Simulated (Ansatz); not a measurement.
# InPF₆: basis-set convergence

One table from this session's results is given with a row withheld; the runs are named, their logs left out.

Method: one geometry, several basis sets; program: Ansatz 0.2.0, Gaussian basis.

Plan: PBE0-D4/def2-SVP; ωB97M-V/def2-SVP; PBE0-D4/def2-QZVPP; ωB97M-V/def2-QZVPP; the functionals' def2-TZVPP values are taken from earlier runs.

## Structure used throughout

The geometry comes from an earlier relaxation with PBE0-D4 in a triple-zeta def2 set; it is a stationary point, not always the lowest conformer. In takes the def2 core potential; no spin-orbit term is included.

SMILES `F[P+](F)(F)[In-]([F])([F])[F]`, 8 atoms, charge 0, spin multiplicity 1.

Atoms are counted from 1 here; the program's logs count them from 0.

Bond lengths: F1–P2 1.543 Å, P2–F3 1.543 Å, P2–F4 1.543 Å, P2–In5 2.790 Å, In5–F6 1.935 Å, In5–F7 1.935 Å, In5–F8 1.935 Å. Angles: F1–P2–F3 100.7°, F1–P2–F4 100.7°, F1–P2–In5 117.1°, F3–P2–F4 100.7°, F3–P2–In5 117.3°, F4–P2–In5 117.3°, P2–In5–F6 94.5°, P2–In5–F7 94.9°, P2–In5–F8 94.6°, F6–In5–F7 119.4°, F6–In5–F8 119.3°, F7–In5–F8 119.4°.

Geometry (Å):

```mol
F6InP
  3D, bonds by distance, orders not assigned

  8  7  0  0  0  0  0  0  0  0999 V2000
    0.6657   -1.5336    1.6335 F   0  0
    0.7974   -0.8426    0.2607 P   0  0
    0.8634   -2.0694   -0.6721 F   0  0
    2.2823   -0.4260    0.2911 F   0  0
   -1.0731    1.1346   -0.3532 In  0  0
   -0.6021    2.2597    1.1492 F   0  0
   -0.3347    1.5243   -2.0988 F   0  0
   -2.5989   -0.0471   -0.2104 F   0  0
  1  2  8  0
  2  3  8  0
  2  4  8  0
  2  5  8  0
  5  6  8  0
  5  7  8  0
  5  8  8  0
M  END
```

Set-up of the first run:

The input, in.yaml:

```yaml
crystal:
  periodic: [false, false, false]
  atoms:
    - {symbol: F, position_ang: [0.665662, -1.533606, 1.633459]}
    - {symbol: P, position_ang: [0.797391, -0.842571, 0.260699]}
    - {symbol: F, position_ang: [0.863415, -2.069368, -0.672131]}
    - {symbol: F, position_ang: [2.282349, -0.426043, 0.291148]}
    - {symbol: In, position_ang: [-1.073131, 1.134634, -0.353204]}
    - {symbol: F, position_ang: [-0.602065, 2.259745, 1.149218]}
    - {symbol: F, position_ang: [-0.334705, 1.524263, -2.098784]}
    - {symbol: F, position_ang: [-2.598927, -0.047054, -0.210405]}
basis:
  gaussian: {orbitals: def2-SVP}
hamiltonian: {xc: pbe0, dispersion: d4}
output: {orbitals: {seedname: orbitals}}
```

The run is started by

```
> ansatz run in.yaml --threads 4 --pin off --events-out ev --progress --plain --max-ram 11315MiB
```

Steps of the session up to this table: PBE0-D4 in def2-SVP; ωB97M-V in def2-SVP; PBE0-D4 in def2-QZVPP; ωB97M-V in def2-QZVPP.

One table of the session follows, with a row left open; its other results are not shown here.

It belongs to the step «Functionals by basis». 

| functional | basis | HOMO (eV) | LUMO (eV) |
| --- | --- | --- | --- |
| PBE0-D4 | def2-SVP | -10.28 | -2.27 |
| PBE0-D4 | def2-TZVPP | -10.52 | -2.45 |
| PBE0-D4 | def2-QZVPP | -10.56 | -2.50 |
| ωB97M-V | def2-SVP | -12.57 | -0.19 |
| ωB97M-V | def2-TZVPP | -12.82 | -0.47 |
| ωB97M-V | def2-QZVPP | ? | ? |

Q: Estimate the row for ωB97M-V, def2-QZVPP from the others.

The run gave: HOMO (eV): -12.87; LUMO (eV): -0.60. In the column «HOMO (eV)» it is the lowest.
